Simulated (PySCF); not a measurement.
# C₅H₇ClO₂: magnetic properties

Wanted: magnetic properties for C₅H₇ClO₂ (`C=C(C(=O)O)[C@@H](C)Cl`).

Computed with PySCF 2.14.0 and routines of our own; the level stands in each step. Atoms count from 0.

## 1. The system as given

15 atoms, charge 0, multiplicity 1; geometry from: GFN2-xTB.

## 2. Magnetic properties: GIAO wB97X-D/pcSseg-1

What the job is given:

```
{"job": {"kind": "mag", "xc": "wB97X-D", "basis": "pcSseg-1", "isotopologues": 2}, "charge": 0, "multiplicity": 1}
C      0.644319     1.653934    -0.349335
C      0.311148     0.387585    -0.575114
C      1.342157    -0.658954    -0.800918
O      1.100461    -1.833676    -0.929355
O      2.590374    -0.179408    -0.847224
C     -1.096512    -0.142549    -0.570815
C     -1.495249    -0.616529     0.819933
Cl    -2.246141     1.109684    -1.126634
H      1.674007     1.964264    -0.338062
H     -0.105542     2.408263    -0.180794
H      3.214663    -0.906503    -0.999086
H     -1.175328    -0.967824    -1.283537
H     -1.424337     0.200904     1.533817
H     -0.824121    -1.416615     1.124428
H     -2.514311    -0.994588     0.814230
```

Method: GIAO wB97X-D/pcSseg-1 magnetisability, rotational g tensor and spin-rotation constants, non-relativistic, gas phase.

On the command line:

```bash
$ OMP_NUM_THREADS=1 python excited_run.py task.json out
```

This one command runs all jobs of the session in turn.

What it wrote:

```text
coarse grid: 13568 points
cycle   1  E = -804.9538444152  dE =  1.468e+00  |g| = 1.006e+00  |ddm| = 3.497e+00
cycle   2  E = -804.8350555449  dE =  1.188e-01  |g| = 1.357e+00  |ddm| = 1.835e+00
cycle   3  E = -805.1498890101  dE = -3.148e-01  |g| = 1.586e-01  |ddm| = 1.108e+00
cycle   4  E = -805.1537346610  dE = -3.846e-03  |g| = 7.105e-02  |ddm| = 1.437e-01
cycle   5  E = -805.1545802669  dE = -8.456e-04  |g| = 1.441e-02  |ddm| = 5.451e-02
cycle   6  E = -805.1546272748  dE = -4.701e-05  |g| = 5.007e-03  |ddm| = 1.794e-02
cycle   7  E = -805.1546336713  dE = -6.396e-06  |g| = 1.499e-03  |ddm| = 6.689e-03
final grid: 127808 points
cycle   8  E = -805.2255844331  dE = -2.065e-04  |g| = 5.871e-03  |ddm| = 4.303e-02
cycle   9  E = -805.2255870360  dE = -2.603e-06  |g| = 5.420e-03  |ddm| = 1.410e-02
cycle  10  E = -805.2255934799  dE = -6.444e-06  |g| = 8.546e-04  |ddm| = 5.427e-03
cycle  11  E = -805.2255936529  dE = -1.730e-07  |g| = 4.476e-04  |ddm| = 1.387e-03
cycle  12  E = -805.2255936956  dE = -4.275e-08  |g| = 1.205e-04  |ddm| = 4.566e-04
cycle  13  E = -805.2255936986  dE = -2.986e-09  |g| = 5.864e-05  |ddm| = 1.775e-04
cycle  14  E = -805.2255936995  dE = -8.301e-10  |g| = 1.792e-05  |ddm| = 6.350e-05
converged SCF energy = -805.2255936995

Magnetisability tensor (1e-30 J/T^2)
    -1183.19       11.84      -21.81
       11.84    -1161.88      100.01
      -21.81      100.01    -1479.31
isotropic -1274.79   principal values   -1509.99  -1181.97  -1132.42
isotropic susceptibility -76.770 1e-6 cm^3/mol

Inertial axes            a          b          c
rot. const./GHz      3.0711     1.0657     0.9177
chi total           -71.479    -73.031    -85.799
chi diamagnetic    -506.705  -1149.147  -1334.121
chi paramagnetic    435.226   1076.115   1248.322
quadrupole/D A        3.216     -1.826     -1.390
g nuclear            0.5914     0.5283     0.5346
g electronic        -0.6280    -0.5388    -0.5382
g total             -0.0366    -0.0104    -0.0036

Spin-rotation constants (kHz, H = +C I.J)
atom  isotope        aa         bb         cc
  7   35Cl        0.408      0.235      0.275
  8     1H        0.085     -0.025     -0.099
  9     1H        0.202     -0.079     -0.090
 10     1H        0.118     -0.085     -0.115
 11     1H       -0.293     -0.048      0.001
 12     1H       -0.348     -0.081     -0.012
 13     1H       -0.050     -0.072     -0.102
 14     1H       -0.085     -0.059     -0.100
  0    13C*       1.546      0.353      0.130
  1    13C*       1.624      0.324      0.185
  2    13C*       1.614      0.356      0.236
  3    17O*      -1.531     -0.580     -0.119
  4    17O*      -0.604     -0.253     -0.174
  5    13C*       0.553      0.218      0.207
  6    13C*       0.533      0.166      0.141
* in the singly substituted isotopologue

Isotopologues: g along a, b, c
2H    at 8,9,10,11,12,1    -0.0315    -0.0096    -0.0034
13C   at 0                 -0.0359    -0.0105    -0.0035
```

Wall time 43 s (1 thread of Arm Neoverse V1, shared host); peak memory 0.87 GiB.

In short:

| quantity | value |
| --- | --- |
| magnetisability | -1275·10⁻³⁰ J/T² |
| molar susceptibility | -76.8·10⁻⁶ cm³/mol |
| rotational g (a, b, c) | -0.0366, -0.0104, -0.0036 |

## 3. Magnetic properties: common gauge origin LDA/6-31G*

Settings changed since step 2:

```diff
@@ -1,2 +1,2 @@
-{"job": {"kind": "mag", "xc": "wB97X-D", "basis": "pcSseg-1", "isotopologues": 2}, "charge": 0, "multiplicity": 1}
+{"job": {"kind": "mag", "xc": "LDA", "basis": "6-31G*", "gauge": [0, 0, 0], "scf": {"aux": "def2-qzvpp-jkfit"}}, "charge": 0, "multiplicity": 1}
 C      0.644319     1.653934    -0.349335
```

With the program's defaults for keys left out, this is: common gauge origin LDA/6-31G* magnetisability, rotational g tensor and spin-rotation constants, non-relativistic, gas phase.

What it wrote:

```text
final grid: 127808 points
cycle   1  E = -800.7832720875  dE =  1.084e+00  |g| = 1.044e+00  |ddm| = 3.924e+00
cycle   2  E = -799.9657517924  dE =  8.175e-01  |g| = 2.223e+00  |ddm| = 3.027e+00
cycle   3  E = -800.9148023413  dE = -9.491e-01  |g| = 6.477e-01  |ddm| = 2.495e+00
cycle   4  E = -801.0011091836  dE = -8.631e-02  |g| = 1.438e-01  |ddm| = 6.314e-01
cycle   5  E = -801.0033696930  dE = -2.261e-03  |g| = 8.747e-02  |ddm| = 1.892e-01
cycle   6  E = -801.0049821221  dE = -1.612e-03  |g| = 3.380e-02  |ddm| = 1.133e-01
cycle   7  E = -801.0052862834  dE = -3.042e-04  |g| = 8.530e-03  |ddm| = 3.878e-02
cycle   8  E = -801.0053028973  dE = -1.661e-05  |g| = 2.496e-03  |ddm| = 9.789e-03
cycle   9  E = -801.0053045735  dE = -1.676e-06  |g| = 5.204e-04  |ddm| = 3.503e-03
cycle  10  E = -801.0053046263  dE = -5.272e-08  |g| = 2.515e-04  |ddm| = 6.601e-04
cycle  11  E = -801.0053046364  dE = -1.014e-08  |g| = 1.581e-04  |ddm| = 3.809e-04
cycle  12  E = -801.0053046417  dE = -5.356e-09  |g| = 1.214e-05  |ddm| = 1.653e-04
cycle  13  E = -801.0053046418  dE = -3.297e-11  |g| = 3.448e-06  |ddm| = 1.808e-05
converged SCF energy = -801.0053046418

Magnetisability tensor (1e-30 J/T^2)
    -4780.52    -2122.52      295.83
    -2122.52    -9279.47     -394.92
      295.83     -394.92   -10457.94
isotropic -8172.65   principal values  -10618.49  -9989.30  -3910.15
isotropic susceptibility -492.168 1e-6 cm^3/mol

Inertial axes            a          b          c
rot. const./GHz      3.0711     1.0657     0.9177
chi total          -237.986   -603.242   -635.277
chi diamagnetic    -504.984  -1146.435  -1331.473
chi paramagnetic    266.998    543.193    696.196
quadrupole/D A        4.301     -2.423     -1.878
g nuclear            0.5914     0.5283     0.5346
g electronic        -0.3852    -0.2720    -0.3002
g total              0.2062     0.2564     0.2345

Spin-rotation constants (kHz, H = +C I.J)
atom  isotope        aa         bb         cc
  7   35Cl        0.427      0.248      0.318
  8     1H        0.898     -0.202     -0.072
  9     1H        0.669     -0.404     -0.240
 10     1H       -0.377      0.750      0.439
 11     1H       -0.444     -0.604     -0.473
 12     1H       -0.541     -0.056     -0.300
 13     1H        0.344     -0.443     -0.294
 14     1H        0.146     -0.065      0.106
  0    13C*       1.280      0.207      0.016
  1    13C*       1.115      0.107     -0.033
  2    13C*       1.133      0.151      0.031
  3    17O*      -1.444     -0.491     -0.104
  4    17O*      -0.542     -0.335     -0.181
  5    13C*       0.149     -0.073     -0.051
  6    13C*       0.287      0.044      0.032
* in the singly substituted isotopologue
```

Run time: 15 s. Hardware: 1 thread of Arm Neoverse V1, shared host; peak memory 0.46 GiB.

It converged, yet the result is unsound: a common gauge origin replaces GIAOs, so the magnetic properties depend on where the origin lies.

## 4. Magnetic properties: GIAO BP86/STO-3G

Settings changed since step 3:

```diff
@@ -1,2 +1,2 @@
-{"job": {"kind": "mag", "xc": "LDA", "basis": "6-31G*", "gauge": [0, 0, 0], "scf": {"aux": "def2-qzvpp-jkfit"}}, "charge": 0, "multiplicity": 1}
+{"job": {"kind": "mag", "xc": "BP86", "basis": "STO-3G", "scf": {"diis": false, "aux": "cc-pvdz-ri", "max_cycle": 64}}, "charge": 0, "multiplicity": 1}
 C      0.644319     1.653934    -0.349335
```

Method: GIAO BP86/STO-3G magnetisability, rotational g tensor and spin-rotation constants, non-relativistic, gas phase.

What it wrote:

```text
final grid: 127808 points
cycle   1  E = -795.7270923698  dE =  1.060e+00  |g| = 8.029e-01  |ddm| = 5.205e+00
cycle   2  E = -793.0335172861  dE =  2.694e+00  |g| = 2.535e+00  |ddm| = 4.342e+00
cycle   3  E = -787.4175795434  dE =  5.616e+00  |g| = 3.705e+00  |ddm| = 8.641e+00
cycle   4  E = -734.8398290292  dE =  5.258e+01  |g| = 4.515e+00  |ddm| = 1.998e+01
cycle   5  E = -760.5054436957  dE = -2.567e+01  |g| = 3.389e+00  |ddm| = 2.325e+01
cycle   6  E = -718.3654883891  dE =  4.214e+01  |g| = 3.357e+00  |ddm| = 2.390e+01
cycle   7  E = -759.4122710686  dE = -4.105e+01  |g| = 3.304e+00  |ddm| = 2.403e+01
cycle   8  E = -717.9230989388  dE =  4.149e+01  |g| = 3.396e+00  |ddm| = 2.404e+01
cycle   9  E = -759.2965299001  dE = -4.137e+01  |g| = 3.339e+00  |ddm| = 2.410e+01
cycle  10  E = -717.8621132912  dE =  4.143e+01  |g| = 3.414e+00  |ddm| = 2.410e+01
[... 44 cycles left out ...]
cycle  55  E = -759.2881766883  dE = -4.144e+01  |g| = 3.348e+00  |ddm| = 2.410e+01
cycle  56  E = -717.8531160641  dE =  4.144e+01  |g| = 3.417e+00  |ddm| = 2.410e+01
cycle  57  E = -759.2881766883  dE = -4.144e+01  |g| = 3.348e+00  |ddm| = 2.410e+01
cycle  58  E = -717.8531160641  dE =  4.144e+01  |g| = 3.417e+00  |ddm| = 2.410e+01
cycle  59  E = -759.2881766883  dE = -4.144e+01  |g| = 3.348e+00  |ddm| = 2.410e+01
cycle  60  E = -717.8531160641  dE =  4.144e+01  |g| = 3.417e+00  |ddm| = 2.410e+01
cycle  61  E = -759.2881766883  dE = -4.144e+01  |g| = 3.348e+00  |ddm| = 2.410e+01
cycle  62  E = -717.8531160641  dE =  4.144e+01  |g| = 3.417e+00  |ddm| = 2.410e+01
cycle  63  E = -759.2881766883  dE = -4.144e+01  |g| = 3.348e+00  |ddm| = 2.410e+01
cycle  64  E = -717.8531160641  dE =  4.144e+01  |g| = 3.417e+00  |ddm| = 2.410e+01
SCF not converged, last energy = -717.8531160641
```

It took 22 s on 1 thread of Arm Neoverse V1, shared host; peak memory 0.37 GiB.

**What went wrong.** The SCF swings between two densities 41.44 Eh apart: plain iteration without DIIS overshoots. Cure: turn DIIS on. Numbers printed on the way are no properties of the molecule.

## 5. Summary of results

| quantity | value |
| --- | --- |
| magnetisability (step 2, GIAO wB97X-D/pcSseg-1) | -1275·10⁻³⁰ J/T² |
| molar susceptibility (step 2, GIAO wB97X-D/pcSseg-1) | -76.8·10⁻⁶ cm³/mol |
| rotational g (a, b, c) (step 2, GIAO wB97X-D/pcSseg-1) | -0.0366, -0.0104, -0.0036 |
| runs | 1 failed, 1 ended on unsound input |

What this shows: The values above hold for this geometry and these levels alone. Vibrational averaging and real surroundings are missing from these values.
